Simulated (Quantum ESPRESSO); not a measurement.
# BN (P6_3/mmc) in Quantum ESPRESSO: phonons with PBE

Aim: the phonons of BN with PBE.

All numbers are computed with Quantum ESPRESSO 7.5; they aren't measurements. Logs are shortened: lines on timing, memory, paths and dates and some standing lists are left out, and cuts for length are marked.

## 1. The crystal as given

The structure is hexagonal, space group P6_3/mmc (No. 194). Conventional cell: a = 2.504 Å, b = 2.504 Å, c = 8.400 Å, α = 90.00°, β = 90.00°, γ = 120.00°. Around B (site symmetry -6m2) lie 3 N at 1.45 Å. N (site symmetry -6m2) has 3 B at 1.45 Å as nearest neighbours.

The cell was built by a generator and needn't be a form met in nature.

## 2. Phonons, PBE

pw.in reads:

```
&CONTROL
  calculation = 'scf'
  prefix = 'pwscf'
  outdir = './tmp'
  pseudo_dir = './pseudo'
  tprnfor = .true.
  tstress = .true.
  disk_io = 'low'
/
&SYSTEM
  ibrav = 0
  celldm(1) = 8
  nat = 4
  ntyp = 2
  ecutwfc = 84
  nbnd = 14
  occupations = 'smearing'
  smearing = 'fd'
  degauss = 0.00367493
/
&ELECTRONS
  conv_thr = 8d-10
  electron_maxstep = 120
  mixing_beta = 0.5
/
ATOMIC_SPECIES
B     10.8100 B.upf
N     14.0070 N.upf
CELL_PARAMETERS alat
  0.5914842770079   0.0000000000000   0.0000000000000
 -0.2957421385039   0.5122404098335   0.0000000000000
  0.0000000000000   0.0000000000000   1.9842124308571
ATOMIC_POSITIONS crystal
B      0.3333333333    0.6666666667    0.2500000000
B      0.6666666667    0.3333333333    0.7500000000
N      0.3333333333    0.6666666667    0.7500000000
N      0.6666666667    0.3333333333    0.2500000000
K_POINTS automatic
12 12 4 0 0 0
```

scf2.in reads:

```
&CONTROL
  calculation = 'scf'
  prefix = 'pwscf'
  outdir = './tmp'
  pseudo_dir = './pseudo'
  tprnfor = .true.
  tstress = .true.
  disk_io = 'low'
/
&SYSTEM
  ibrav = 0
  celldm(1) = 8
  nat = 4
  ntyp = 2
  ecutwfc = 84
  nbnd = 14
  occupations = 'fixed'
/
&ELECTRONS
  conv_thr = 1d-13
  electron_maxstep = 120
  mixing_beta = 0.5
  startingpot = 'file'
  startingwfc = 'file'
/
ATOMIC_SPECIES
B     10.8100 B.upf
N     14.0070 N.upf
CELL_PARAMETERS alat
  0.5914842770079   0.0000000000000   0.0000000000000
 -0.2957421385039   0.5122404098335   0.0000000000000
  0.0000000000000   0.0000000000000   1.9842124308571
ATOMIC_POSITIONS crystal
B      0.3333333333    0.6666666667    0.2500000000
B      0.6666666667    0.3333333333    0.7500000000
N      0.3333333333    0.6666666667    0.7500000000
N      0.6666666667    0.3333333333    0.2500000000
K_POINTS automatic
12 12 4 0 0 0
```

ph.in reads:

```
phonons of BN
&INPUTPH
  prefix = 'pwscf'
  outdir = './tmp'
  tr2_ph = 1d-18
  fildyn = 'dyn'
  niter_ph = 90
  alpha_mix(1) = 0.7
  epsil = .true.
/
0.0000000000 0.0000000000 0.0000000000
```

dynmat.in reads:

```
&INPUT
  fildyn = 'dyn'
  asr = 'crystal'
  lperm = .true.
  filout = 'dynmat.disp'
  fileig = 'dynmat.eig'
/
```

dynmat_lo.in reads:

```
&INPUT
  fildyn = 'dyn'
  asr = 'crystal'
  filout = 'dynmat_lo.disp'
  fileig = 'dynmat_lo.eig'
  q(1) = 0
  q(2) = 0
  q(3) = 1
/
```

Potentials or basis: PseudoDojo 0.4.1 SR PBE standard.

On the command line:

```sh
$ OMP_NUM_THREADS=1 mpirun -n 4 pw.x -nk 4 -in pw.in > pw.out
$ OMP_NUM_THREADS=1 mpirun -n 4 pw.x -nk 4 -in scf2.in > scf2.out
$ OMP_NUM_THREADS=1 mpirun -n 4 ph.x -nk 4 -in ph.in > ph.out
$ OMP_NUM_THREADS=1 mpirun -n 1 dynmat.x -in dynmat.in > dynmat.out
$ OMP_NUM_THREADS=1 mpirun -n 1 dynmat.x -in dynmat_lo.in > dynmat_lo.out
```

pw.out:

```text
This program is part of the open-source Quantum ESPRESSO suite
     for quantum simulation of materials; please cite
[... 6 lines left out ...]
     using ibrav=0 with symmetry is DISCOURAGED, use correct ibrav instead

     K-points division:     npool     =       4
     Subspace diagonalization in iterative solution of the eigenvalue problem:
     a serial algorithm will be used

     G-vector sticks info
     --------------------
     sticks:   dense  smooth     PW     G-vecs:    dense   smooth      PW
     Sum         511     511    163                31923    31923    5361

     Using Slab Decomposition

     bravais-lattice index     =            0
     lattice parameter (alat)  =       8.0000  a.u.
     unit-cell volume          =     307.8046 (a.u.)^3
     number of atoms/cell      =            4
     number of atomic types    =            2
     number of electrons       =        16.00
     number of Kohn-Sham states=           14
     kinetic-energy cutoff     =      84.0000  Ry
     charge density cutoff     =     336.0000  Ry
     scf convergence threshold =      8.0E-10
     mixing beta               =       0.5000
     number of iterations used =            8  plain     mixing
     Exchange-correlation= PBE
                           (   1   4   3   4   0   0   0)

     celldm(1)=   8.000000  celldm(2)=   0.000000  celldm(3)=   0.000000
     celldm(4)=   0.000000  celldm(5)=   0.000000  celldm(6)=   0.000000

     crystal axes: (cart. coord. in units of alat)
               a(1) = (   0.591484   0.000000   0.000000 )
               a(2) = (  -0.295742   0.512240   0.000000 )
               a(3) = (   0.000000   0.000000   1.984212 )

     reciprocal axes: (cart. coord. in units 2 pi/alat)
               b(1) = (  1.690662  0.976104 -0.000000 )
               b(2) = (  0.000000  1.952208  0.000000 )
               b(3) = (  0.000000 -0.000000  0.503978 )

     PseudoPot. # 1 for B  read from file:
     B.upf
     Pseudo is Norm-conserving + core correction, Zval =  3.0
     Generated using ONCVPSP code by D. R. Hamann
     Using radial grid of 1534 points,  4 beta functions with:
                l(1) =   0
                l(2) =   0
                l(3) =   1
                l(4) =   1

     PseudoPot. # 2 for N  read from file:
     N.upf
     Pseudo is Norm-conserving + core correction, Zval =  5.0
     Generated using ONCVPSP code by D. R. Hamann
     Using radial grid of 1058 points,  4 beta functions with:
                l(1) =   0
                l(2) =   0
                l(3) =   1
                l(4) =   1

     atomic species   valence    mass     pseudopotential
     B                 3.00    10.81000     B ( 1.00)
     N                 5.00    14.00700     N ( 1.00)

     24 Sym. Ops., with inversion, found (12 have fractional translation)

   Cartesian axes

     site n.     atom                  positions (alat units)
         1        B      tau(   1) = (  -0.0000000   0.3414936   0.4960531  )
         2        B      tau(   2) = (   0.2957421   0.1707468   1.4881593  )
         3        N      tau(   3) = (  -0.0000000   0.3414936   1.4881593  )
         4        N      tau(   4) = (   0.2957421   0.1707468   0.4960531  )

     number of k points=    57  Fermi-Dirac smearing, width (Ry)=  0.0037
                       cart. coord. in units 2pi/alat
        k(    1) = (   0.0000000   0.0000000   0.0000000), wk =   0.0034722
        k(    2) = (   0.0000000   0.0000000   0.1259946), wk =   0.0069444
        k(    3) = (   0.0000000   0.0000000  -0.2519891), wk =   0.0034722
        k(    4) = (   0.0000000   0.1626840   0.0000000), wk =   0.0208333
        k(    5) = (   0.0000000   0.1626840   0.1259946), wk =   0.0416667
        k(    6) = (   0.0000000   0.1626840  -0.2519891), wk =   0.0208333
[... 49 lines left out ...]
        k(   56) = (   0.5635540   0.9761042   0.1259946), wk =   0.0138889
        k(   57) = (   0.5635540   0.9761042  -0.2519891), wk =   0.0069444

     Dense  grid:    31923 G-vectors     FFT dimensions: (  27,  27,  96)

     Initial potential from superposition of free atoms

     starting charge      15.9995, renormalised to      16.0000
     Starting wfcs are   16 randomized atomic wfcs

     Self-consistent Calculation

     iteration #  1     ecut=    84.00 Ry     beta= 0.50
     Davidson diagonalization with overlap
     ethr =  1.00E-02,  avg # of iterations =  5.8

     total energy              =     -53.46826298 Ry
     estimated scf accuracy    <       0.78299649 Ry
[... 19 lines left out ...]
     total energy              =     -53.63358859 Ry
     estimated scf accuracy    <       0.00119545 Ry

     iteration #  5     ecut=    84.00 Ry     beta= 0.50
     Davidson diagonalization with overlap
     c_bands:  3 eigenvalues not converged
     ethr =  7.47E-06,  avg # of iterations =  4.6

     total energy              =     -53.63386363 Ry
     estimated scf accuracy    <       0.00013446 Ry

     iteration #  6     ecut=    84.00 Ry     beta= 0.50
     Davidson diagonalization with overlap
     ethr =  8.40E-07,  avg # of iterations =  2.5
[... 18 lines left out ...]
     iteration #  9     ecut=    84.00 Ry     beta= 0.50
     Davidson diagonalization with overlap
     ethr =  1.03E-10,  avg # of iterations =  2.6

     End of self-consistent calculation

          k = 0.0000 0.0000 0.0000 (  3923 PWs)   bands (ev):

   -15.1338 -15.0959  -2.9861  -2.4136   1.1855   1.1855   1.1879   1.1879
     6.9368  10.2304  12.6333  14.2182  14.2279  14.9335
[... 83 lines left out ...]
   -12.3931 -12.3931  -5.7668  -5.7668  -1.4761  -1.4761   1.0679   1.0679
     8.0895   8.0895  12.2385  12.2385  14.2483  14.2483

          k = 0.0000-0.9761 0.0000 (  4006 PWs)   bands (ev):

   -12.0298 -12.0223  -6.3616  -6.3533  -1.6215  -1.6163   1.5199   1.7416
     7.1705   7.5889  12.1221  12.5848  14.6638  15.3852

          k = 0.0000-0.9761 0.1260 (  4014 PWs)   bands (ev):

   -12.0287 -12.0234  -6.3604  -6.3546  -1.6208  -1.6171   1.5522   1.7091
     7.2194   7.5142  12.2141  12.5411  14.8553  15.4068

          k = 0.0000-0.9761-0.2520 (  4012 PWs)   bands (ev):

   -12.0260 -12.0260  -6.3576  -6.3576  -1.6189  -1.6189   1.6306   1.6306
     7.3541   7.3541  12.4018  12.4018  15.2473  15.2473

          k = 0.1409 0.2440 0.0000 (  3971 PWs)   bands (ev):
[... 176 lines left out ...]
   -11.4434 -11.4434  -5.3867  -5.3867  -4.6319  -4.6319   2.5371   2.5371
     7.2425   7.2425  14.7806  14.7806  15.9693  15.9693

     the Fermi energy is     4.8096 ev

!    total energy              =     -53.63388466 Ry
     estimated scf accuracy    <          3.6E-10 Ry
     smearing contrib. (-TS)   =       0.00000000 Ry
     internal energy E=F+TS    =     -53.63388466 Ry

     The total energy is F=E-TS. E is the sum of the following terms:
     one-electron contribution =     -36.33380989 Ry
     hartree contribution      =      25.27281233 Ry
     xc contribution           =     -17.33269715 Ry
     ewald contribution        =     -25.24018995 Ry

     convergence has been achieved in   9 iterations

     Forces acting on atoms (cartesian axes, Ry/au):

     atom    1 type  1   force =     0.00000000    0.00000000    0.00000000
     atom    2 type  1   force =    -0.00000000   -0.00000000   -0.00000000
     atom    3 type  2   force =     0.00000000    0.00000000    0.00000000
     atom    4 type  2   force =     0.00000000    0.00000000   -0.00000000

     Total force =     0.000000     Total SCF correction =     0.000000

     Computing stress (Cartesian axis) and pressure

          total   stress  (Ry/bohr**3)                   (kbar)     P=       15.99
   0.00016285  -0.00000000   0.00000000           23.96       -0.00        0.00
  -0.00000000   0.00016285   0.00000000           -0.00       23.96        0.00
   0.00000000   0.00000000   0.00000034            0.00        0.00        0.05

=------------------------------------------------------------------------------=
   JOB DONE.
=------------------------------------------------------------------------------=
```

scf2.out:

```text
This program is part of the open-source Quantum ESPRESSO suite
     for quantum simulation of materials; please cite
[... 6 lines left out ...]
     using ibrav=0 with symmetry is DISCOURAGED, use correct ibrav instead

     K-points division:     npool     =       4
[... 490 lines left out ...]
   0.00016272  -0.00000000   0.00000000           23.94       -0.00        0.00
  -0.00000000   0.00016272   0.00000000           -0.00       23.94        0.00
   0.00000000   0.00000000   0.00000017            0.00        0.00        0.03

=------------------------------------------------------------------------------=
   JOB DONE.
=------------------------------------------------------------------------------=
```

Wall time 5.4 min (4 MPI ranks of Arm Neoverse V1, shared host); peak memory 0.36 GiB.

What came out:

* Free energy: -729.7262 eV
* Pressure: 1.6 GPa
* Band gap on the k mesh: 4.40 eV, indirect (least direct gap 4.71 eV)
* Electronic dielectric tensor (diagonal): 3.95, 3.95, 1.98
* Born charges (mean of the diagonal): B +1.96; N -1.96 e
* Highest phonon frequency at Γ, LO-TO splitting left out: 1363 cm⁻¹
* Static dielectric tensor (diagonal): 5.34, 5.34, 2.12

Levels at points of the mesh, in eV from the valence-band top:
| k point | band 5 | band 6 | band 7 | band 8 | band 9 | band 10 | band 11 | band 12 |
| --- | --- | --- | --- | --- | --- | --- | --- | --- |
| (0.00, 0.00, 0.00) | -1.35 | -1.35 | -1.35 | -1.35 | 4.40 | 7.69 | 10.10 | 11.68 |
| (0.00, 0.00, -0.50) | -1.35 | -1.35 | -1.35 | -1.35 | 5.66 | 5.66 | 11.68 | 11.68 |
| (0.00, -0.50, 0.00) | -4.16 | -4.15 | -1.02 | -0.80 | 4.63 | 5.05 | 9.58 | 10.05 |
| (0.00, -0.50, -0.50) | -4.16 | -4.16 | -0.91 | -0.91 | 4.82 | 4.82 | 9.86 | 9.86 |

Phonon frequencies in cm⁻¹ (negative: imaginary):
| q point | frequencies |
| --- | --- |
| (0.000, 0.000, 0.000) | 4 4 7 13 13 27 781 807 1363 1363 1363 1363 |

Electronic dielectric tensor:
```
3.95 0.00 0.00
0.00 3.95 0.00
0.00 0.00 1.98
```

Born effective charge tensors (e):
atom 1, B
```
2.70 0.00 0.00
0.00 2.70 0.00
0.00 0.00 0.49
```
atom 2, B
```
2.70 0.00 0.00
0.00 2.70 0.00
0.00 0.00 0.49
```
atom 3, N
```
-2.70  0.00  0.00
 0.00 -2.70  0.00
 0.00  0.00 -0.49
```
atom 4, N
```
-2.70  0.00  0.00
 0.00 -2.70  0.00
 0.00  0.00 -0.49
```

Optical modes at Γ, degenerate ones joined, polar ones without the macroscopic field:
```tsv
cm⁻¹	components	symmetry	active in	IR intensity, summed ((D/Å)²/amu)
13	2	E2g	Raman	0.00
27	1	B1g	silent	0.00
781	1	A2u	IR	1.82
807	1	B1g	silent	0.00
1363	2	E2g	Raman	0.00
1363	2	E1u	IR	110.10
```

Zone-centre frequencies without and with the macroscopic field along z (cm⁻¹):
|  | optical modes in rising order |
| --- | --- |
| without | 13 13 27 781 807 1363 1363 1363 1363 |
| with the field | 13 13 27 807 808 1363 1363 1363 1363 |

Static dielectric tensor, electrons and zone-centre modes:
```
5.34 0.00 0.00
0.00 5.34 0.00
0.00 0.00 2.12
```

Caveat: on a mesh that holds Γ this program's dielectric tensor can be off by some percent beyond the error of the mesh; this functional lacks dispersion, which binds the layers, so the pressure and a relaxed spacing across them are unreliable. A k mesh can miss the band edges.
